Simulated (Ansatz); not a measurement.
# TiCl4+ (doublet): energies up the ladder

Aim: energies up the ladder, for TiCl4+ (doublet), with the cost of each level. Charge +1. Spin multiplicity 2.

Computed with Ansatz 0.2.0 (the levels named in each step, unless a step's input says otherwise).

## (1) The structure to begin with

Bond lengths: Cl1–Ti2 2.111 Å, Ti2–Cl3 2.111 Å, Ti2–Cl4 2.111 Å, Ti2–Cl5 2.111 Å. Angles: Cl1–Ti2–Cl3 109.5°, Cl1–Ti2–Cl4 109.5°, Cl1–Ti2–Cl5 109.5°, Cl3–Ti2–Cl4 109.5°, Cl3–Ti2–Cl5 109.5°, Cl4–Ti2–Cl5 109.5°.

As a file:

```xyz
5

Cl    1.8265   -0.7774    0.7187
Ti   -0.0002    0.0003    0.0002
Cl   -1.0201   -1.4929   -1.0898
Cl   -1.1905    0.6197    1.6295
Cl    0.3840    1.6510   -1.2584
```

## (2) A rough first relaxation, PBE-D4/def2-SVP

File input.yaml:

```yaml
crystal:
  periodic: [false, false, false]
  atoms:
    - { symbol: Cl, position_ang: [1.82646, -0.77738, 0.71871] }
    - { symbol: Ti, position_ang: [-0.00022, 0.00032, 0.00024] }
    - { symbol: Cl, position_ang: [-1.0201, -1.49285, -1.08977] }
    - { symbol: Cl, position_ang: [-1.19055, 0.61968, 1.62954] }
    - { symbol: Cl, position_ang: [0.38404, 1.65098, -1.25841] }
magnetization:
  spin_polarized: true
  initial_magnetization: 1
total_charge: 1
basis:
  gaussian: { orbitals: def2-SVP }
hamiltonian:
  xc: pbe
  dispersion: d4
relax:
  f_tol: 0.03
  max_steps: 200
```

Command:

```
$ ansatz run input.yaml --threads 4 --pin off --max-ram 10240MiB --backend cpu --events-out ev --progress --plain --runs-dir out
```

Log, cut to the lines that bear on the results:

```text
Warning: RAYON_NUM_THREADS=4 ignored (pool sized by the plan → 4); use --threads N
[...]
Functional definition: PBE
[...]
1160 factors; their error is unknown
[...]
mean field -73157.58656383 eV, -2688.4917182275 hartree, gradient 2.1e-6 eV, S^2 0.754710; 18 other end points of the search recorded, 0 dependent functions left out
[...]
reference -73157.58667097 eV, -2688.4917221648 hartree; 45, 44 occupied and 58, 59 virtual orbitals, 1160 factors
relax step   1: F+E_penalty+E_count = -73157.82191535 eV  Δ(F+E_penalty+E_count) = +0.000e0 eV  max|allowed force component| = 1.101e0 eV/Å  Δτ_max = 0.0000 Å  (473 SCF iters, accepted)
[...]
relax step   2: F+E_penalty+E_count = -73158.00816049 eV  Δ(F+E_penalty+E_count) = -1.862e-1 eV  max|allowed force component| = 2.220e-2 eV/Å  Δτ_max = 0.0917 Å  (117 SCF iters, accepted)
[...]
relax step   3: F+E_penalty+E_count = -73158.00887375 eV  Δ(F+E_penalty+E_count) = -7.133e-4 eV  max|allowed force component| = 6.892e-3 eV/Å  Δτ_max = 0.0147 Å  (102 SCF iters, accepted)
1160 factors; their error is unknown
[...]
mean field -73157.78297898 eV, -2688.4989363511 hartree, gradient 5.6e-6 eV, S^2 0.755887; 10 other end points of the search recorded, 0 dependent functions left out
[...]
reference -73157.78308720 eV, -2688.4989403282 hartree; 45, 44 occupied and 58, 59 virtual orbitals, 1160 factors
Total energy: -73158.00898198 eV, -2688.5072418081 hartree
Atom 0 at     1.845862    -0.855495     0.780489 Å, force    -0.006892    -0.000439    -0.000024 eV/Å
Atom 1 at    -0.000117     0.000263     0.000152 Å, force     0.000492    -0.000688    -0.000554 eV/Å
Atom 2 at    -0.993348    -1.544637    -1.172758 Å, force     0.005627     0.003880     0.000647 eV/Å
Atom 3 at    -1.173815     0.688718     1.702155 Å, force     0.005457     0.001007    -0.002779 eV/Å
Atom 4 at     0.321049     1.711900    -1.309729 Å, force    -0.004683    -0.003760     0.002710 eV/Å
Dipole moment:     0.000005    -0.000034    -0.000020 e Å
```

Run time: 82 s. Hardware: 4 threads of Intel Xeon at 2.50GHz (Skylake/Cascade Lake), shared host; peak memory 0.31 GiB.

Step by step:

```csv
step,energy from step 1 (eV),largest force component (eV/Å)
1,0.0000,1.1010
2,-0.1862,0.0222
3,-0.1870,0.0069
```

Step 1 is the start.

Before: Bond lengths: Cl1–Ti2 2.111 Å, Ti2–Cl3 2.111 Å, Ti2–Cl4 2.111 Å, Ti2–Cl5 2.111 Å. Angles: Cl1–Ti2–Cl3 109.5°, Cl1–Ti2–Cl4 109.5°, Cl1–Ti2–Cl5 109.5°, Cl3–Ti2–Cl4 109.5°, Cl3–Ti2–Cl5 109.5°, Cl4–Ti2–Cl5 109.5°.

After: Bond lengths: Cl1–Ti2 2.179 Å, Ti2–Cl3 2.179 Å, Ti2–Cl4 2.179 Å, Ti2–Cl5 2.179 Å. Angles: Cl1–Ti2–Cl3 107.5°, Cl1–Ti2–Cl4 107.5°, Cl1–Ti2–Cl5 113.5°, Cl3–Ti2–Cl4 113.5°, Cl3–Ti2–Cl5 107.5°, Cl4–Ti2–Cl5 107.5°.

## (3) Relaxation, PBE0-D4/def2-TZVPP

File input.yaml:

```yaml
crystal:
  periodic: [false, false, false]
  atoms:
    - { symbol: Cl, position_ang: [1.84586167, -0.85549492, 0.78048912] }
    - { symbol: Ti, position_ang: [-0.00011742, 0.00026333, 0.00015237] }
    - { symbol: Cl, position_ang: [-0.99334815, -1.54463693, -1.17275775] }
    - { symbol: Cl, position_ang: [-1.17381511, 0.68871848, 1.70215542] }
    - { symbol: Cl, position_ang: [0.32104901, 1.71190004, -1.30972916] }
magnetization:
  spin_polarized: true
  initial_magnetization: 1
total_charge: 1
basis:
  gaussian: { orbitals: def2-TZVPP }
hamiltonian:
  xc: pbe0
  dispersion: d4
relax:
  f_tol: 0.002
  max_steps: 150
```

Command:

```
$ ansatz run input.yaml --threads 4 --pin off --max-ram 10240MiB --backend cpu --events-out ev --progress --plain --runs-dir out
```

Log, cut to the lines that bear on the results:

```text
Warning: RAYON_NUM_THREADS=4 ignored (pool sized by the plan → 4); use --threads N
[...]
Functional definition: PBE0
[...]
1812 factors; their error is unknown
[...]
mean field -73181.55442073 eV, -2689.3725207226 hartree, gradient 3.1e-7 eV, S^2 0.773169; 8 other end points of the search recorded, 0 dependent functions left out
[...]
reference -73181.55445966 eV, -2689.3725221534 hartree; 45, 44 occupied and 187, 188 virtual orbitals, 1812 factors
relax step   1: F+E_penalty+E_count = -73181.75187311 eV  Δ(F+E_penalty+E_count) = +0.000e0 eV  max|allowed force component| = 2.239e-1 eV/Å  Δτ_max = 0.0000 Å  (468 SCF iters, accepted)
[...]
relax step   4: F+E_penalty+E_count = -73181.75927988 eV  Δ(F+E_penalty+E_count) = -3.279e-5 eV  max|allowed force component| = 3.547e-2 eV/Å  Δτ_max = 0.0028 Å  (153 SCF iters, accepted)
[...]
relax step  15: F+E_penalty+E_count = -73182.06145194 eV  Δ(F+E_penalty+E_count) = -4.762e-6 eV  max|allowed force component| = 1.446e-3 eV/Å  Δτ_max = 0.0012 Å  (37 SCF iters, accepted)
1812 factors; their error is unknown
[...]
mean field -73181.86362879 eV, -2689.3838839093 hartree, gradient 2.2e-5 eV, S^2 0.763439; 3 other end points of the search recorded, 0 dependent functions left out
[...]
reference -73181.86366761 eV, -2689.3838853358 hartree; 45, 44 occupied and 187, 188 virtual orbitals, 1812 factors
Total energy: -73182.06149076 eV, -2689.3911552025 hartree
Atom 0 at     1.634335    -1.140493     0.465232 Å, force     0.000822    -0.000747     0.000018 eV/Å
Atom 1 at    -0.086752     0.240969     0.039040 Å, force     0.000461     0.001446    -0.000388 eV/Å
Atom 2 at    -0.617570    -1.715203    -0.933371 Å, force    -0.000211     0.001029     0.000346 eV/Å
Atom 3 at    -1.258987     0.779775     1.710419 Å, force    -0.000396    -0.000337    -0.000586 eV/Å
Atom 4 at     0.328604     1.835702    -1.281011 Å, force    -0.000677    -0.001391     0.000610 eV/Å
Dipole moment:     0.048733    -0.139405    -0.023272 e Å
```

It took 18 min on 4 threads of Intel Xeon at 2.50GHz (Skylake/Cascade Lake), shared host; peak memory 1.8 GiB.

Relaxation path:

```csv
step,E - E(step 1) (eV),largest force component (eV/Å)
1,0.0000,0.2239
2,-0.0074,0.0061
3,-0.0074,0.0105
4,-0.0074,0.0355
5,-0.0076,0.0866
6,-0.0086,0.2076
7,-0.0144,0.4713
8,-0.0413,0.7940
9,-0.1138,0.9446
10,-0.2624,0.4999
11,-0.2740,0.5951
12,-0.3089,0.0775
13,-0.3093,0.0345
14,-0.3096,0.0031
15,-0.3096,0.0014
```

Step 1 is the start.

Before: Bond lengths: Cl1–Ti2 2.179 Å, Ti2–Cl3 2.179 Å, Ti2–Cl4 2.179 Å, Ti2–Cl5 2.179 Å. Angles: Cl1–Ti2–Cl3 107.5°, Cl1–Ti2–Cl4 107.5°, Cl1–Ti2–Cl5 113.5°, Cl3–Ti2–Cl4 113.5°, Cl3–Ti2–Cl5 107.5°, Cl4–Ti2–Cl5 107.5°.

After: Bond lengths: Cl1–Ti2 2.248 Å, Ti2–Cl3 2.248 Å, Ti2–Cl4 2.111 Å, Ti2–Cl5 2.111 Å. Angles: Cl1–Ti2–Cl3 74.2°, Cl1–Ti2–Cl4 115.6°, Cl1–Ti2–Cl5 115.6°, Cl3–Ti2–Cl4 115.7°, Cl3–Ti2–Cl5 115.7°, Cl4–Ti2–Cl5 114.3°.

## (4) Frequencies, PBE0-D4/def2-TZVPP

File input.yaml:

```yaml
crystal:
  periodic: [false, false, false]
  atoms:
    - { symbol: Cl, position_ang: [1.63433545, -1.14049263, 0.46523245] }
    - { symbol: Ti, position_ang: [-0.08675198, 0.24096852, 0.03903965] }
    - { symbol: Cl, position_ang: [-0.6175704, -1.71520256, -0.93337083] }
    - { symbol: Cl, position_ang: [-1.25898686, 0.77977476, 1.71041939] }
    - { symbol: Cl, position_ang: [0.32860379, 1.83570192, -1.28101066] }
magnetization:
  spin_polarized: true
  initial_magnetization: 1
total_charge: 1
basis:
  gaussian: { orbitals: def2-TZVPP }
hamiltonian:
  xc: pbe0
  dispersion: d4
phonons: {}
```

Command:

```
$ ansatz run input.yaml --threads 4 --pin off --max-ram 10240MiB --backend cpu --events-out ev --progress --plain --runs-dir out
```

Log, cut to the lines that bear on the results:

```text
Warning: RAYON_NUM_THREADS=4 ignored (pool sized by the plan → 4); use --threads N
[...]
[... 1 set-up line as earlier in the session ...]
[...]
1812 factors; their error is unknown
[...]
mean field -73181.86365319 eV, -2689.3838848059 hartree, gradient 3.7e-5 eV, S^2 0.763439; 2 other end points of the search recorded, 0 dependent functions left out
[...]
reference -73181.86369194 eV, -2689.3838862300 hartree; 45, 44 occupied and 187, 188 virtual orbitals, 1812 factors
[...]
1812 factors; their error is unknown
mean field -73181.86366957 eV, -2689.3838854078 hartree, gradient 2.6e-6 eV, S^2 0.763475; 0 other end points of the search recorded, 0 dependent functions left out
[...]
reference -73181.86370832 eV, -2689.3838868321 hartree; 45, 44 occupied and 187, 188 virtual orbitals, 1812 factors
[...]
1812 factors; their error is unknown
[...]
1812 factors; their error is unknown
mean field -73181.86366379 eV, -2689.3838851954 hartree, gradient 2.3e-6 eV, S^2 0.763447; 0 other end points of the search recorded, 0 dependent functions left out
[...]
reference -73181.86370255 eV, -2689.3838866199 hartree; 45, 44 occupied and 187, 188 virtual orbitals, 1812 factors
Total energy: -73182.06151509 eV, -2689.3911560968 hartree
Atom 0 at     1.634335    -1.140493     0.465232 Å, force     0.000831    -0.000863    -0.000076 eV/Å
Atom 1 at    -0.086752     0.240969     0.039040 Å, force     0.000389     0.001665    -0.000349 eV/Å
Atom 2 at    -0.617570    -1.715203    -0.933371 Å, force    -0.000137     0.000938     0.000410 eV/Å
Atom 3 at    -1.258987     0.779775     1.710419 Å, force    -0.000418    -0.000340    -0.000636 eV/Å
Atom 4 at     0.328604     1.835702    -1.281011 Å, force    -0.000665    -0.001400     0.000651 eV/Å
Dipole moment:     0.048733    -0.139404    -0.023272 e Å
Vibrations: 80.49 84.24 103.70 115.03 166.75 325.66 384.91 539.62 571.11 cm⁻¹, zero-point energy 0.147015 eV
```

Wall time 11 min (4 threads of Intel Xeon at 2.50GHz (Skylake/Cascade Lake), shared host); peak memory 1.3 GiB.

Harmonic frequencies (cm⁻¹; negative: imaginary): 80, 84, 104, 115, 167, 326, 385, 540, 571.

## (5) Single point, PBE-D4/def2-TZVPP

Edit input.yaml of step 4 so:

```diff
@@ -15,4 +15,3 @@
 hamiltonian:
-  xc: pbe0
+  xc: pbe
   dispersion: d4
-phonons: {}
```

Command:

```
$ ansatz run input.yaml --threads 4 --pin off --max-ram 10240MiB --backend cpu --events-out ev --progress --plain --runs-dir out
```

Log:

```text
Warning: RAYON_NUM_THREADS=4 ignored (pool sized by the plan → 4); use --threads N
Engine: ansatz 0.2.0, x86_64-unknown-linux-gnu
[... 1 set-up line as earlier in the session ...]
  parameter kappa = 0.804
  parameter beta = 0.06672455060314922
  exchange = pbe_x(kappa = kappa, mu = beta*pi^2/3)
  correlation = pbe_c(beta = beta)
1608 factors; their error is unknown
mean field evaluation 1: about -73164.4724 eV, gradient 6.3e1 eV
mean field evaluation 2: about -73104.0649 eV, gradient 1.2e2 eV
mean field evaluation 4: about -73163.0064 eV, gradient 4.8e1 eV
mean field evaluation 8: about -73178.2958 eV, gradient 8.5e-1 eV
mean field evaluation 16: about -73178.2692 eV, gradient 3.2e-3 eV
mean field evaluation 32: about -73175.8073 eV, gradient 3.1e0 eV
mean field -73178.26915470 eV, -2689.2517894228 hartree, gradient 4.1e-5 eV, S^2 0.755271; 4 other end points of the search recorded, 0 dependent functions left out
reference -73178.26920476 eV, -2689.2517912626 hartree; 45, 44 occupied and 187, 188 virtual orbitals, 1608 factors
Total energy: -73178.49637554 eV, -2689.2601396349 hartree
```

Wall time 34 s (4 threads of Intel Xeon at 2.50GHz (Skylake/Cascade Lake), shared host); peak memory 0.56 GiB.

(Part 1 of 2 ends here.)
